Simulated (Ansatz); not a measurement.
# Ti3B6N: the cost of one run

Method: DFT PBE, scalar-relativistic, plane waves, PAW, in Ansatz 0.2.0.

19 further runs of the same task are left out: 19 set aside as unsound or not needed.

### Step 1. The structure to begin with

It takes space group P1 (No. 1, triclinic). The conventional cell has a = 3.032 Å, b = 4.425 Å, c = 21.637 Å, α = 90.00°, β = 90.00°, γ = 110.03°. Around B (site symmetry 1) lie 2 B at 1.75 Å and 4 Ti at 2.36 to 2.38 Å. Ti (site symmetry 1) has 9 B at 2.38 Å as nearest neighbours. B (site symmetry 1) has 3 B at 1.75 Å and 5 Ti at 2.36 to 2.38 Å as nearest neighbours. B (site symmetry 1) is surrounded by 3 B at 1.75 to 1.76 Å and 6 Ti at 2.34 to 2.38 Å. Around Ti (site symmetry 1) lie 12 B at 2.28 to 2.47 Å. B (site symmetry 1) is surrounded by 3 B at 1.76 to 1.84 Å and 6 Ti at 2.36 to 2.39 Å. B (site symmetry 1) has 3 B at 1.70 to 1.84 Å and 1 N at 2.29 Å and 5 Ti at 2.33 to 2.47 Å as nearest neighbours. Ti (site symmetry 1) has 2 N at 2.18 to 2.43 Å and 9 B at 2.29 to 2.48 Å as nearest neighbours. Only part of the 10 independent sites is listed.

As a file:

```cif
data_structure
_symmetry_space_group_name_H-M 'P1'
_symmetry_Int_Tables_number 1
_cell_length_a 3.0321
_cell_length_b 4.4254
_cell_length_c 21.6365
_cell_angle_alpha 90.000
_cell_angle_beta 90.000
_cell_angle_gamma 110.034
_cell_volume 272.76
loop_
_atom_site_label
_atom_site_type_symbol
_atom_site_symmetry_multiplicity
_atom_site_Wyckoff_symbol
_atom_site_fract_x
_atom_site_fract_y
_atom_site_fract_z
_atom_site_occupancy
B1 B 1 a 0.41621 0.83242 0.18487 1
Ti1 Ti 1 a 0.69945 0.39890 0.20056 1
B2 B 1 a 0.98269 0.96538 0.21624 1
B3 B 1 a 0.11566 0.23132 0.27897 1
Ti2 Ti 1 a 0.39942 0.79879 0.29371 1
B4 B 1 a 0.68416 0.36820 0.31032 1
B5 B 1 a 0.81888 0.63748 0.37801 1
Ti3 Ti 1 a 0.09784 0.19588 0.38700 1
B6 B 1 a 0.39484 0.78936 0.39916 1
N1 N 1 a 0.51984 0.91436 0.44584 1
```

This is the geometry of the first run shown, built on a cell relaxed beforehand with the same method.

### Step 2. The scan

Atoms count from 1 in the order of the input.

N is moved along a line over the surface and along the normal, above a rigid substrate.

The axes are (1) position of N10 along the diagonal of the surface cell, from above B9: 8 values from 0.00 to 3.87 Å, periodic; (2) height of N10 above the plane of B9: 7 values from 1.01 to 3.65 Å.

Nothing else is relaxed. Points are written as (first, second).

### Step 3. The run at (0.55 Å, 1.01 Å)

A dipole layer in the vacuum cancels the field that periodic copies would set up if the slab's two faces differ.

input.yaml

```yaml
crystal:
  lattice:
    - [3.032101295, 0.0, 0.0]
    - [-1.5160506475, 4.1575960387, 0.0]
    - [0.0, 0.0, 21.636501287]
  atoms:
    - { symbol: B, position: [0.4162083558, 0.8324167117, 0.1848727734] }
    - { symbol: Ti, position: [0.699450027, 0.3989000541, 0.2005550604] }
    - { symbol: B, position: [0.9826916982, 0.9653833964, 0.2162373473] }
    - { symbol: B, position: [0.1156583829, 0.2313167658, 0.2789664953] }
    - { symbol: Ti, position: [0.3994230469, 0.7987873805, 0.2937076121] }
    - { symbol: B, position: [0.6841555002, 0.3682035919, 0.3103241285] }
    - { symbol: B, position: [0.8188849641, 0.6374753617, 0.3780133493] }
    - { symbol: Ti, position: [0.0978377712, 0.1958824013, 0.3870006528] }
    - { symbol: B, position: [0.3948399341, 0.7893602615, 0.3991634864] }
    - { symbol: "N", position: [0.5198399341, 0.9143602615, 0.4458438617] }
basis:
  ecutwfc: 420
kpoints:
  mp_grid: { grid: [9, 7, 1] }
hamiltonian:
  xc: pbe
scf:
  occupations: { method: gaussian, width: 0.1 }
output:
  forces: true
  eigenvalues: true
efield:
  axis: 3
  dipole_correction: true
  ramp_width: 0.04
```

The run is started by

```bash
$ ansatz run input.yaml --threads 1 --pin off --max-ram 3072MiB --backend cpu --events-out ev --progress --plain --runs-dir out
```

**Question.** How long does this run take on 1 thread of Intel Xeon Platinum 8488C (Sapphire Rapids), shared host, and how much memory does it need?

About 22 s, with a peak of 0.63 GiB.
